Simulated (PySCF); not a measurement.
# BH₈OPSi₂: magnetic properties

What do calculations give for the magnetic properties of BH₈OPSi₂ (`BP[SiH2]O[SiH3]`)?

Computed with PySCF 2.14.0 and routines of our own; the level stands in each step. Atoms count from 0.

## (1) The system as given

13 atoms, charge 0, multiplicity 1; geometry from: GFN2-xTB.

## (2) Optimising the geometry at PBE0-D3(BJ)/def2-SVP

What the job is given:

```
{"job": {"xc": "PBE0", "basis": "def2-SVP", "d3": "d3bj", "grid": 1, "kind": "geom"}, "charge": 0, "multiplicity": 1}
B      3.094365     0.340473    -0.027259
P      1.362573     0.771394     0.347338
Si     0.145473    -0.854783    -0.560931
O     -1.394835    -0.377412    -0.596607
Si    -2.807120     0.164679    -0.000832
H      3.841016     1.136301    -0.444749
H      3.474312    -0.723233     0.281601
H      1.093436     1.840283    -0.485181
H      0.426841    -1.159382    -1.965565
H      0.265862    -2.024713     0.309098
H     -3.522896     0.621945    -1.188431
H     -2.534819     1.242993     0.945585
H     -3.448596    -0.978058     0.645709
```

On the command line:

```sh
$ OMP_NUM_THREADS=1 python excited_run.py task.json out
```

One launch serves the whole session: the jobs run in the order shown.

Log:

```text
step   0  E = -1024.41166540  max force = 0.017565
step   1  E = -1024.42024708  max force = 0.003434
step   2  E = -1024.42062123  max force = 0.001396
step   3  E = -1024.42084700  max force = 0.001745
step   4  E = -1024.42125922  max force = 0.002298
step   5  E = -1024.42154888  max force = 0.002619
step   6  E = -1024.42179976  max force = 0.001341
step   7  E = -1024.42205812  max force = 0.000710
step   8  E = -1024.42210867  max force = 0.000662
step   9  E = -1024.42215248  max force = 0.000520
step  10  E = -1024.42216107  max force = 0.000290
optimisation converged
```

It took 24 s on 1 thread of AMD EPYC 9R45, shared host; peak memory 0.61 GiB.

Along the way:

| step | energy from step 0 (eV) | largest force component (eV/Å) |
| --- | --- | --- |
| 0 | 0.0000 | 0.9032 |
| 1 | -0.2335 | 0.1766 |
| 2 | -0.2437 | 0.0718 |
| 3 | -0.2498 | 0.0897 |
| 4 | -0.2611 | 0.1182 |
| 5 | -0.2689 | 0.1347 |
| 6 | -0.2758 | 0.0690 |
| 7 | -0.2828 | 0.0365 |
| 8 | -0.2842 | 0.0340 |
| 9 | -0.2854 | 0.0267 |
| 10 | -0.2856 | 0.0149 |

Close pairs (by a distance rule), those that changed most:

```csv
bond,before (Å),after (Å),change (Å)
Si2–O3,1.613,1.655,+0.042
O3–Si4,1.626,1.663,+0.038
B0–H5,1.168,1.206,+0.037
P1–H7,1.381,1.418,+0.037
B0–H6,1.171,1.207,+0.036
Si4–H11,1.460,1.493,+0.033
Si4–H12,1.461,1.493,+0.032
Si4–H10,1.460,1.489,+0.029
```

The next job starts from the end point, and lists it.

```csv
at the end point,value
point group (found at 0.08 Å tolerance),C1
"rotational constants (GHz, main isotopes)","5.349, 1.098, 0.975"
dipole moment (D),0.66
```

## (3) Magnetic properties: GIAO BLYP/pcSseg-1

What the job is given:

```
{"job": {"kind": "mag", "xc": "BLYP", "basis": "pcSseg-1"}, "charge": 0, "multiplicity": 1}
B      2.924902     0.270533     0.366768
P      1.240062     0.905671    -0.043788
Si     0.095985    -0.772912    -0.988312
O     -1.530108    -0.478274    -0.901109
Si    -2.710701     0.101682     0.117145
H      3.890444     0.982361     0.245284
H      3.015374    -0.819312     0.877447
H      1.373466     1.913428    -1.032667
H      0.434577    -0.943291    -2.427266
H      0.466814    -1.982236    -0.198110
H     -3.982093     0.176903    -0.653919
H     -2.337947     1.460411     0.611862
H     -2.881802    -0.815873     1.282931
```

Level: GIAO BLYP/pcSseg-1 magnetisability, rotational g tensor and spin-rotation constants, non-relativistic, gas phase.

Log:

```text
coarse grid: 12008 points
cycle   1  E = -1024.9838601887  dE =  1.703e-01  |g| = 9.481e-01  |ddm| = 3.275e+00
cycle   2  E = -1024.0214041437  dE =  9.625e-01  |g| = 2.313e+00  |ddm| = 3.342e+00
cycle   3  E = -1025.1300892520  dE = -1.109e+00  |g| = 2.496e-01  |ddm| = 2.997e+00
cycle   4  E = -1025.1392629935  dE = -9.174e-03  |g| = 1.640e-01  |ddm| = 5.337e-01
cycle   5  E = -1025.1483021181  dE = -9.039e-03  |g| = 5.865e-02  |ddm| = 2.680e-01
cycle   6  E = -1025.1495340019  dE = -1.232e-03  |g| = 1.631e-02  |ddm| = 9.435e-02
cycle   7  E = -1025.1496150287  dE = -8.103e-05  |g| = 3.249e-03  |ddm| = 2.528e-02
cycle   8  E = -1025.1496182924  dE = -3.264e-06  |g| = 7.692e-04  |ddm| = 5.490e-03
final grid: 101176 points
cycle   9  E = -1025.1958876668  dE = -1.337e-05  |g| = 4.932e-03  |ddm| = 1.655e-02
cycle  10  E = -1025.1958758842  dE =  1.178e-05  |g| = 9.497e-03  |ddm| = 1.131e-02
cycle  11  E = -1025.1958918472  dE = -1.596e-05  |g| = 1.507e-03  |ddm| = 7.988e-03
cycle  12  E = -1025.1958923587  dE = -5.115e-07  |g| = 1.873e-04  |ddm| = 1.910e-03
cycle  13  E = -1025.1958923702  dE = -1.152e-08  |g| = 5.294e-05  |ddm| = 3.379e-04
cycle  14  E = -1025.1958923709  dE = -7.240e-10  |g| = 2.383e-05  |ddm| = 9.407e-05
converged SCF energy = -1025.1958923709

Magnetisability tensor (1e-30 J/T^2)
    -1052.61       67.84       61.26
       67.84     -912.63     -120.07
       61.26     -120.07    -1143.95
isotropic -1036.39   principal values   -1233.81  -1022.06   -853.32
isotropic susceptibility -62.413 1e-6 cm^3/mol

Inertial axes            a          b          c
rot. const./GHz      5.3487     1.0979     0.9750
chi total           -62.048    -68.716    -56.475
chi diamagnetic    -349.454  -1193.430  -1319.218
chi paramagnetic    287.405   1124.714   1262.743
quadrupole/D A       -2.543      0.909      1.634
g nuclear            0.6254     0.5627     0.5571
g electronic        -0.7222    -0.5801    -0.5784
g total             -0.0968    -0.0175    -0.0213

Spin-rotation constants (kHz, H = +C I.J)
atom  isotope        aa         bb         cc
  0    11B        2.421      0.233      0.427
  1    31P        7.150      1.472      1.642
  5     1H        0.342     -0.083     -0.049
  6     1H       -0.403     -0.065      0.070
  7     1H       -0.521     -0.111      0.041
  8     1H       -0.463     -0.011     -0.014
  9     1H       -0.446     -0.073      0.039
 10     1H        0.098     -0.093     -0.053
 11     1H       -0.332      0.024     -0.073
 12     1H       -0.424     -0.098      0.049
  2   29Si*      -3.014     -0.712     -0.675
  3    17O*      -0.617     -0.086     -0.049
  4   29Si*      -3.193     -0.638     -0.619
* in the singly substituted isotopologue
```

Wall time 12 s (1 thread of AMD EPYC 9R45, shared host); peak memory 0.55 GiB.

In short:

```
              quantity                      value
       magnetisability           -1036·10⁻³⁰ J/T²
  molar susceptibility         -62.4·10⁻⁶ cm³/mol
rotational g (a, b, c)  -0.0968, -0.0175, -0.0213
```

## (4) Magnetic properties: GIAO BP86/pcSseg-1

The job, as its differences from that of step 3:

```diff
@@ -1,2 +1,2 @@
-{"job": {"kind": "mag", "xc": "BLYP", "basis": "pcSseg-1"}, "charge": 0, "multiplicity": 1}
+{"job": {"kind": "mag", "xc": "BP86", "basis": "pcSseg-1"}, "charge": 0, "multiplicity": 1}
 B      2.924902     0.270533     0.366768
```

Level: GIAO BP86/pcSseg-1 magnetisability, rotational g tensor and spin-rotation constants, non-relativistic, gas phase.

Log:

```text
coarse grid: 12008 points
cycle   1  E = -1025.1333788965  dE =  1.650e-01  |g| = 8.816e-01  |ddm| = 3.256e+00
cycle   2  E = -1024.3376547670  dE =  7.957e-01  |g| = 2.122e+00  |ddm| = 2.938e+00
cycle   3  E = -1025.2637613149  dE = -9.261e-01  |g| = 2.182e-01  |ddm| = 2.576e+00
cycle   4  E = -1025.2711005005  dE = -7.339e-03  |g| = 1.409e-01  |ddm| = 4.636e-01
cycle   5  E = -1025.2778230676  dE = -6.723e-03  |g| = 4.989e-02  |ddm| = 2.306e-01
cycle   6  E = -1025.2787168142  dE = -8.937e-04  |g| = 1.353e-02  |ddm| = 7.979e-02
cycle   7  E = -1025.2787718921  dE = -5.508e-05  |g| = 2.822e-03  |ddm| = 2.093e-02
cycle   8  E = -1025.2787743234  dE = -2.431e-06  |g| = 6.761e-04  |ddm| = 4.734e-03
final grid: 101176 points
cycle   9  E = -1025.3299955197  dE = -1.345e-05  |g| = 7.183e-03  |ddm| = 2.073e-02
cycle  10  E = -1025.3299568014  dE =  3.872e-05  |g| = 1.526e-02  |ddm| = 1.861e-02
cycle  11  E = -1025.3300053494  dE = -4.855e-05  |g| = 1.252e-03  |ddm| = 1.422e-02
cycle  12  E = -1025.3300057365  dE = -3.872e-07  |g| = 3.008e-04  |ddm| = 1.734e-03
cycle  13  E = -1025.3300057596  dE = -2.308e-08  |g| = 1.079e-04  |ddm| = 4.804e-04
cycle  14  E = -1025.3300057643  dE = -4.656e-09  |g| = 2.696e-05  |ddm| = 1.860e-04
cycle  15  E = -1025.3300057645  dE = -2.278e-10  |g| = 5.210e-06  |ddm| = 3.813e-05
converged SCF energy = -1025.3300057645

Magnetisability tensor (1e-30 J/T^2)
    -1062.17       70.74       63.80
       70.74     -917.88     -123.21
       63.80     -123.21    -1155.82
isotropic -1045.29   principal values   -1248.98  -1030.09   -856.80
isotropic susceptibility -62.949 1e-6 cm^3/mol

Inertial axes            a          b          c
rot. const./GHz      5.3487     1.0979     0.9750
chi total           -62.567    -69.427    -56.852
chi diamagnetic    -348.841  -1192.328  -1318.282
chi paramagnetic    286.273   1122.901   1261.430
quadrupole/D A       -2.083      0.538      1.545
g nuclear            0.6254     0.5627     0.5571
g electronic        -0.7193    -0.5792    -0.5778
g total             -0.0939    -0.0165    -0.0207

Spin-rotation constants (kHz, H = +C I.J)
atom  isotope        aa         bb         cc
  0    11B        2.389      0.224      0.417
  1    31P        6.943      1.422      1.601
  5     1H        0.347     -0.082     -0.048
  6     1H       -0.398     -0.064      0.071
  7     1H       -0.513     -0.109      0.042
  8     1H       -0.461     -0.011     -0.013
  9     1H       -0.442     -0.072      0.040
 10     1H        0.099     -0.092     -0.052
 11     1H       -0.331      0.024     -0.072
 12     1H       -0.422     -0.097      0.049
  2   29Si*      -2.971     -0.705     -0.668
  3    17O*      -0.600     -0.081     -0.045
  4   29Si*      -3.178     -0.633     -0.617
* in the singly substituted isotopologue
```

Wall time 12 s (1 thread of AMD EPYC 9R45, shared host); peak memory 0.55 GiB.

Key values:

```csv
quantity,value
magnetisability,-1045·10⁻³⁰ J/T²
molar susceptibility,-62.9·10⁻⁶ cm³/mol
"rotational g (a, b, c)","-0.0939, -0.0165, -0.0207"
```

## (5) Magnetic properties: GIAO B3LYP/6-31++G**

The job, as its differences from that of step 4:

```diff
@@ -1,2 +1,2 @@
-{"job": {"kind": "mag", "xc": "BP86", "basis": "pcSseg-1"}, "charge": 0, "multiplicity": 1}
+{"job": {"kind": "mag", "xc": "B3LYP", "basis": "6-31++G**"}, "charge": 0, "multiplicity": 1}
 B      2.924902     0.270533     0.366768
```

Method: GIAO B3LYP/6-31++G** magnetisability, rotational g tensor and spin-rotation constants, non-relativistic, gas phase.

Log:

```text
coarse grid: 12008 points
cycle   1  E = -1025.2579387556  dE =  1.387e-01  |g| = 7.662e-01  |ddm| = 3.522e+00
cycle   2  E = -1024.9331000376  dE =  3.248e-01  |g| = 1.481e+00  |ddm| = 1.872e+00
cycle   3  E = -1025.3702918485  dE = -4.372e-01  |g| = 1.015e-01  |ddm| = 1.327e+00
cycle   4  E = -1025.3725363694  dE = -2.245e-03  |g| = 5.503e-02  |ddm| = 3.339e-01
cycle   5  E = -1025.3736886256  dE = -1.152e-03  |g| = 1.149e-02  |ddm| = 1.481e-01
cycle   6  E = -1025.3737349886  dE = -4.636e-05  |g| = 2.828e-03  |ddm| = 3.277e-02
cycle   7  E = -1025.3737381173  dE = -3.129e-06  |g| = 5.315e-04  |ddm| = 8.898e-03
final grid: 101176 points
cycle   8  E = -1025.3015174816  dE = -8.183e-06  |g| = 1.638e-03  |ddm| = 4.084e-02
cycle   9  E = -1025.3015172653  dE =  2.163e-07  |g| = 1.830e-03  |ddm| = 7.679e-03
cycle  10  E = -1025.3015184640  dE = -1.199e-06  |g| = 3.557e-04  |ddm| = 4.682e-03
cycle  11  E = -1025.3015184995  dE = -3.552e-08  |g| = 8.832e-05  |ddm| = 6.327e-04
cycle  12  E = -1025.3015185011  dE = -1.585e-09  |g| = 3.585e-05  |ddm| = 1.450e-04
cycle  13  E = -1025.3015185014  dE = -2.524e-10  |g| = 1.126e-05  |ddm| = 7.470e-05
converged SCF energy = -1025.3015185014

Magnetisability tensor (1e-30 J/T^2)
    -1071.26       71.98       59.32
       71.98     -928.11     -118.63
       59.32     -118.63    -1159.34
isotropic -1052.90   principal values   -1248.92  -1041.92   -867.86
isotropic susceptibility -63.407 1e-6 cm^3/mol

Inertial axes            a          b          c
rot. const./GHz      5.3487     1.0979     0.9750
chi total           -63.114    -69.594    -57.514
chi diamagnetic    -348.796  -1192.085  -1318.119
chi paramagnetic    285.682   1122.491   1260.605
quadrupole/D A       -1.904      0.382      1.523
g nuclear            0.6254     0.5627     0.5571
g electronic        -0.7179    -0.5790    -0.5774
g total             -0.0924    -0.0163    -0.0203

Spin-rotation constants (kHz, H = +C I.J)
atom  isotope        aa         bb         cc
  0    11B        2.136      0.201      0.374
  1    31P        6.241      1.298      1.404
  5     1H        0.338     -0.081     -0.047
  6     1H       -0.397     -0.063      0.070
  7     1H       -0.520     -0.111      0.039
  8     1H       -0.462     -0.012     -0.015
  9     1H       -0.444     -0.074      0.038
 10     1H        0.097     -0.094     -0.054
 11     1H       -0.340      0.022     -0.072
 12     1H       -0.427     -0.098      0.047
  2   29Si*      -2.641     -0.617     -0.583
  3    17O*      -0.531     -0.079     -0.051
  4   29Si*      -2.821     -0.561     -0.544
* in the singly substituted isotopologue
```

Wall time 9.6 s (1 thread of AMD EPYC 9R45, shared host); peak memory 0.84 GiB.

From this job:

```csv
quantity,value
magnetisability,-1053·10⁻³⁰ J/T²
molar susceptibility,-63.4·10⁻⁶ cm³/mol
"rotational g (a, b, c)","-0.0924, -0.0163, -0.0203"
```

(Part 1 of 2 ends here.)
